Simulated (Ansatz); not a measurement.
# C₂H₈FInN₂Si: up Jacob's ladder to CCSD(T)

The task here is to estimate one member of a computed series from the others.

The runs use Ansatz 0.2.0, Gaussian basis; functionals in def2-TZVPP, the program's frozen cores in correlated methods.

Plan: LDA (SPW92), PBE-D4, revPBE-D4, BLYP-D4, r2SCAN-D4, B97M-V, PBE0-D4, B3LYP-D4, r2SCANh-D4, r2SCAN0-D4, HSE06-D4, BHLYP-D4, CAM-B3LYP-D4, LC-ωPBE, ωB97X-V, ωB97M-V, B2PLYP, PBE-QIDH; CCSD(T)/def2-SVP; CCSD(T)/def2-TZVPP; MP2/def2-QZVPP; extrapolation to the limit; RPA on PBE.

1 further run of the same task is left out (for a known fault of the program).

## The geometry

An earlier PBE0-D4 in a triple-zeta def2 set relaxation fixed the geometry. In takes the def2 core potential; no spin-orbit term is included.

SMILES `C=[N][In]([NH2])[SiH2]CF`, 15 atoms, charge 0, spin multiplicity 1.

Atoms are counted from 1 here; the program's logs count them from 0.

Bond lengths: C1–N2 1.258 Å, C1–H8 1.107 Å, C1–H9 1.102 Å, N2–In3 2.085 Å, In3–N4 2.002 Å, In3–Si5 2.565 Å, N4–H10 1.008 Å, N4–H11 1.007 Å, Si5–C6 1.905 Å, Si5–H12 1.490 Å, Si5–H13 1.489 Å, C6–F7 1.393 Å, C6–H14 1.094 Å, C6–H15 1.095 Å. Angles: N2–C1–H8 126.2°, N2–C1–H9 120.0°, H8–C1–H9 113.8°, C1–N2–In3 119.4°, N2–In3–N4 109.1°, N2–In3–Si5 125.3°, N4–In3–Si5 125.5°, In3–N4–H10 120.4°, In3–N4–H11 122.9°, H10–N4–H11 111.3°, In3–Si5–C6 108.8°, In3–Si5–H12 112.6°, In3–Si5–H13 111.1°, C6–Si5–H12 107.0°, C6–Si5–H13 109.6°, H12–Si5–H13 107.7°, Si5–C6–F7 110.2°, Si5–C6–H14 111.8° and more.

The first run:

Contents of in.yaml:

```yaml
crystal:
  periodic: [false, false, false]
  atoms:
    - {symbol: C, position_ang: [-2.945084, 1.136824, -0.030004]}
    - {symbol: N, position_ang: [-2.695128, -0.088542, 0.104424]}
    - {symbol: In, position_ang: [-0.727194, -0.702518, 0.418514]}
    - {symbol: N, position_ang: [-0.702930, -2.675673, 0.755368]}
    - {symbol: Si, position_ang: [1.311677, 0.850512, 0.511854]}
    - {symbol: C, position_ang: [2.398674, 0.527352, -1.019106]}
    - {symbol: F, position_ang: [2.525094, -0.842877, -1.238733]}
    - {symbol: H, position_ang: [-2.208252, 1.961696, 0.003182]}
    - {symbol: H, position_ang: [-3.981087, 1.472993, -0.198483]}
    - {symbol: H, position_ang: [-1.516551, -3.236181, 0.557231]}
    - {symbol: H, position_ang: [0.138311, -3.227067, 0.716519]}
    - {symbol: H, position_ang: [0.935319, 2.292316, 0.482987]}
    - {symbol: H, position_ang: [2.107956, 0.614316, 1.747757]}
    - {symbol: H, position_ang: [3.404305, 0.941632, -0.897399]}
    - {symbol: H, position_ang: [1.954891, 0.975216, -1.914100]}
basis:
  gaussian: {orbitals: def2-TZVPP}
hamiltonian: {xc: lda}
output: {orbitals: {seedname: orbitals}}
```

The run is started by

```
> ansatz run in.yaml --threads 2 --pin off --events-out ev --progress --plain --max-ram 31744MiB --backend cuda --devices 0, --max-vram 18GiB
```

Steps of the session up to this table: LDA; PBE-D4 (GGA); revPBE-D4 (GGA); BLYP-D4 (GGA); r2SCAN-D4 (meta-GGA); B97M-V (meta-GGA); PBE0-D4 (hybrid); B3LYP-D4 (hybrid); r2SCANh-D4 (hybrid); r2SCAN0-D4 (hybrid); HSE06-D4 (hybrid); BHLYP-D4 (hybrid); CAM-B3LYP-D4 (range-separated); LC-ωPBE (range-separated); ωB97X-V (range-separated); ωB97M-V (range-separated); B2PLYP (double hybrid); PBE-QIDH (double hybrid).

One of the session's tables, all rows but one given; the rest of the session is left out.

It belongs to the step «Orbital energies across the functionals». 

```
  functional  HOMO (eV)  LUMO (eV)  gap (eV)
 LDA (SPW92)      -5.03      -2.48      2.55
      PBE-D4      -4.89      -2.21      2.68
   revPBE-D4          ?          ?         ?
     BLYP-D4      -4.78      -2.12      2.66
   r2SCAN-D4      -5.08      -2.05      3.03
      B97M-V      -5.20      -2.19      3.01
     PBE0-D4      -6.11      -1.47      4.64
    B3LYP-D4      -5.91      -1.70      4.21
  r2SCANh-D4      -5.55      -1.78      3.77
  r2SCAN0-D4      -6.25      -1.38      4.87
    HSE06-D4      -5.71      -1.83      3.88
    BHLYP-D4      -7.27      -0.74      6.53
CAM-B3LYP-D4      -7.42      -0.59      6.83
     LC-ωPBE      -8.68       0.50      9.19
     ωB97X-V      -8.37       0.36      8.73
     ωB97M-V      -8.29       0.12      8.41
```

**Question.** Estimate the row for revPBE-D4.

**Answer.** HOMO (eV): -4.83; LUMO (eV): -2.09; gap (eV): 2.74. In the column «HOMO (eV)» it lies between PBE-D4 (-4.89) and BLYP-D4 (-4.78).
